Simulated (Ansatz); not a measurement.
# C₄H₉ClOSi: vertical ionisation energy

An exercise on one series of results from a longer session: the logs are not shown, and one member is left open.

Method: unrestricted cation, the program's frozen cores in correlated methods; program: Ansatz 0.2.0, Gaussian basis.

The runs, in order: UKS PBE-D4/def2-TZVPP; UKS r2SCAN-D4/def2-TZVPP; UKS PBE0-D4/def2-TZVPP; UKS B3LYP-D4/def2-TZVPP; UKS wB97X-V/def2-TZVPP; UKS wB97M-V/def2-TZVPP; UKS B2PLYP/def2-TZVPP; UHF-CCSD(T)/def2-TZVPP; UHF-MP2/def2-QZVPP; extrapolation to the limit; then −ε(HOMO) from the neutral's earlier runs with LDA (SPW92), PBE-D4, revPBE-D4, BLYP-D4, r2SCAN-D4, B97M-V, PBE0-D4, B3LYP-D4, r2SCANh-D4, r2SCAN0-D4, HSE06-D4, BHLYP-D4, CAM-B3LYP-D4, LC-ωPBE, ωB97X-V, ωB97M-V.

**The relaxed structure**

All runs share one geometry, relaxed beforehand with PBE0-D4 in a triple-zeta def2 set.

SMILES `CC(C)(C)O[Si]Cl`, 16 atoms, charge 0, spin multiplicity 1.

Atoms are counted from 1 here; the program's logs count them from 0.

Bond lengths: C1–C2 1.519 Å, C1–H8 1.092 Å, C1–H9 1.092 Å, C1–H10 1.090 Å, C2–C3 1.518 Å, C2–C4 1.519 Å, C2–O5 1.440 Å, C3–H11 1.092 Å, C3–H12 1.092 Å, C3–H13 1.092 Å, C4–H14 1.090 Å, C4–H15 1.092 Å, C4–H16 1.092 Å, O5–Si6 1.614 Å, Si6–Cl7 2.129 Å. Angles: C2–C1–H8 110.3°, C2–C1–H9 109.9°, C2–C1–H10 111.0°, H8–C1–H9 108.3°, H8–C1–H10 108.8°, H9–C1–H10 108.4°, C1–C2–C3 110.8°, C1–C2–C4 111.5°, C1–C2–O5 108.8°, C3–C2–C4 110.8°, C3–C2–O5 105.8°, C4–C2–O5 108.8°, C2–C3–H11 110.4°, C2–C3–H12 110.4°, C2–C3–H13 110.4°, H11–C3–H12 108.5°, H11–C3–H13 108.5°, H12–C3–H13 108.5° and more.

Set-up of the first run:

File in.yaml:

```yaml
crystal:
  periodic: [false, false, false]
  atoms:
    - {symbol: C, position_ang: [0.805216, -1.172610, -0.077659]}
    - {symbol: C, position_ang: [-0.045997, 0.080099, -0.196962]}
    - {symbol: C, position_ang: [-0.669170, 0.180446, -1.577710]}
    - {symbol: C, position_ang: [-1.113122, 0.133382, 0.883073]}
    - {symbol: O, position_ang: [0.805038, 1.234840, -0.067096]}
    - {symbol: Si, position_ang: [1.829980, 2.040527, 0.884008]}
    - {symbol: Cl, position_ang: [1.952981, 0.900652, 2.677674]}
    - {symbol: H, position_ang: [1.594568, -1.168194, -0.832243]}
    - {symbol: H, position_ang: [0.186719, -2.058857, -0.234823]}
    - {symbol: H, position_ang: [1.262476, -1.241890, 0.909738]}
    - {symbol: H, position_ang: [0.105985, 0.181157, -2.346298]}
    - {symbol: H, position_ang: [-1.247147, 1.102004, -1.668625]}
    - {symbol: H, position_ang: [-1.335117, -0.666347, -1.756749]}
    - {symbol: H, position_ang: [-0.667370, 0.072346, 1.876259]}
    - {symbol: H, position_ang: [-1.682228, 1.062388, 0.808549]}
    - {symbol: H, position_ang: [-1.805610, -0.702545, 0.763264]}
basis:
  gaussian: {orbitals: def2-TZVPP}
total_charge: 1
magnetization: {spin_polarized: true, initial_magnetization: 1}
hamiltonian: {xc: pbe, dispersion: d4}
```

Started as:

```
ansatz run in.yaml --threads 2 --pin off --events-out ev --progress --plain --max-ram 22528MiB --backend cuda --devices 0, --max-vram 18GiB
```

Among the steps run: Cation, UKS PBE-D4/def2-TZVPP; Cation, UKS r2SCAN-D4/def2-TZVPP; Cation, UKS PBE0-D4/def2-TZVPP; Cation, UKS B3LYP-D4/def2-TZVPP; Cation, UKS wB97X-V/def2-TZVPP; Cation, UKS wB97M-V/def2-TZVPP; Cation, UKS B2PLYP (frozen core)/def2-TZVPP; Cation, UHF-CCSD(T)/def2-TZVPP; Cation, UHF-MP2/def2-QZVPP.

One of the session's tables, all rows but one given; the rest of the session is left out.

It belongs to the step «Ionisation energies side by side». Orbital estimates, from the neutral's runs:

```
  functional  −ε(HOMO) (eV)
 LDA (SPW92)           6.22
      PBE-D4           6.10
   revPBE-D4           6.05
     BLYP-D4           5.97
   r2SCAN-D4              ?
      B97M-V           6.42
     PBE0-D4           7.20
    B3LYP-D4           7.01
  r2SCANh-D4           6.71
  r2SCAN0-D4           7.32
    HSE06-D4           6.80
    BHLYP-D4           8.18
CAM-B3LYP-D4           8.48
     LC-ωPBE           9.75
     ωB97X-V           9.44
     ωB97M-V           9.29
```

Estimate the missing values for r2SCAN-D4.

Worked estimate for «−ε(HOMO) (eV)». Against the share of exact exchange, r2SCANh-D4 (0.1, 6.71), r2SCAN0-D4 (0.25, 7.32) give a slope of 4.07 per unit share; at 0 the line stands at 6.30.

The run gave: −ε(HOMO) (eV): 6.31. In «−ε(HOMO) (eV)» the line misses by -0.01.
